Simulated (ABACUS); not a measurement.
MoSe under changes of volume

One of the cells (24.210 Å³/atom); the others are scaled copies at fixed shape and fractional positions:

```
CELL_PARAMETERS angstrom
0.00000 2.89288 2.89288
2.89288 0.00000 2.89288
2.89288 2.89288 0.00000
ATOMIC_POSITIONS crystal
Mo 0.00000 0.00000 0.00000
Se 0.50000 0.50000 0.50000
```

The cell was built by a generator and needn't be a form met in nature.

| Property | Result |
| --- | --- |
| Program | ABACUS 3.10.1 |
| Functional | PBE |
| Potentials or basis | PseudoDojo NC SR 0.4.1 PBE standard |
| Cutoff | 1184 eV |
| Density cutoff | 4735 eV |
| Basis | plane waves |
| k mesh | 8 × 8 × 8 |
| Occupations | fermi-dirac, width 0.05 eV |
| Spin | no spin polarisation |

```csv
volume (Å³/atom),energy over the lowest point (meV/atom),pressure (GPa)
22.757,0.00,-18.9
23.241,58.31,-19.5
23.726,?,?
24.210,179.51,-20.3
24.694,241.79,-20.6
25.178,304.82,-20.8
25.662,368.39,-21.0
```

Question: What does the run at 23.726 Å³/atom give?

Answer: Energy over the lowest point 118.26 meV/atom; pressure -19.9 GPa.

Worked out: A Birch-Murnaghan fit of order 3 (a polynomial in V^(-2/3)) to the other rows has no minimum within the range. It gives 118.32 meV/atom at 23.726 Å³/atom, against the run's 118.26, and -dE/dV = -20.1 GPa, against -19.9.

Energies are extrapolated to zero smearing.
